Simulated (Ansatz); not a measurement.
# SrNbO3: the cost of one run

All numbers are computed with Ansatz 0.2.0 through its Python package. Level of theory: DFT PBEsol, plane waves, PAW.

### 1 The structure

It takes space group Pm-3m (No. 221, cubic). The conventional cell has a = 4.070 Å, b = 4.070 Å, c = 4.070 Å, α = 90.00°, β = 90.00°, γ = 90.00°. Sr (site symmetry m-3m) is surrounded by 12 O at 2.88 Å. Nb (site symmetry m-3m) is surrounded by 6 O at 2.03 Å. O (site symmetry 4/mmm) has 2 Nb at 2.03 Å and 4 Sr at 2.88 Å in its first shell of neighbours.

No structure file is read: the coordinates are typed or built in the script.

### 2 The script

File srnbo3_eos.py:

```python
"""Bulk modulus of SrNbO3 from an E(V) curve."""

import warnings

import ansatz as az
import numpy as np
from pymatgen.analysis.eos import EOS

VECTORS = np.array([
    [4.06969, 0.0, 0.0],
    [0.0, 4.06969, 0.0],
    [0.0, 0.0, 4.06969],
])
SITES = [
    ("Sr", [0.5, 0.5, 0.5]),
    ("Nb", [0.0, 0.0, 0.0]),
    ("O", [0.0, 0.5, 0.0]),
    ("O", [0.0, 0.0, 0.5]),
    ("O", [0.5, 0.0, 0.0]),
]


def crystal_on(cell):
    crystal = az.Crystal(lattice=az.Lattice.of(cell))
    for symbol, position in SITES:
        crystal = crystal.atom(symbol, position)
    return crystal


def main() -> None:
    warnings.simplefilter("ignore", az.DeckWarning)

    # uniform scaling of the cell
    volumes, energies, pressures = [], [], []
    for scale in np.linspace(0.94, 1.06, 7):
        cell = VECTORS * scale ** (1 / 3)
        job = (
            crystal_on(cell).calculation()
            .functional("pbesol")
            .occupations("fermi_dirac")
            .basis(500)
            .kpoints(7, 7, 7)
            .stress()
        )
        data = job.run().report
        volumes.append(abs(np.linalg.det(cell)) / len(SITES))
        energies.append(data["free_energy_ev"] / len(SITES))
        pressures.append(np.trace(data["stress_gpa"]) / 3)
        print(f"V = {volumes[-1]:8.4f} A^3/atom  F = {energies[-1]:.5f} eV/atom  P = {pressures[-1]:8.3f} GPa")

    for form in ["vinet"]:
        fit = EOS(eos_name=form).fit(volumes, energies)
        print(f"{form:18s} V0 {fit.v0:8.4f} A^3/atom  B0 {fit.b0_GPa:7.1f} GPa  B1 {fit.b1:5.2f}")


if __name__ == "__main__":
    main()
```

### 3 What the engine is handed

The engine receives this input (first run):

```yaml
crystal:
  lattice:
    - [3.986611790778633, 0.0, 0.0]
    - [0.0, 3.986611790778633, 0.0]
    - [0.0, 0.0, 3.986611790778633]
  atoms:
    - { symbol: Sr, position: [0.5, 0.5, 0.5] }
    - { symbol: Nb, position: [0.0, 0.0, 0.0] }
    - { symbol: O, position: [0.0, 0.5, 0.0] }
    - { symbol: O, position: [0.0, 0.0, 0.5] }
    - { symbol: O, position: [0.5, 0.0, 0.0] }
basis:
  ecutwfc: 500.0
kpoints:
  mp_grid:
    grid: [7, 7, 7]
hamiltonian:
  xc: pbesol
scf:
  occupations:
    method: fermi_dirac
output:
  stress: true
```

### 4 The run

Started as:

```console
$ python srnbo3_eos.py
```

What time and memory should one allow on 1 thread of Arm Neoverse V2, shared host?

About 17 s, with a peak of 0.41 GiB.
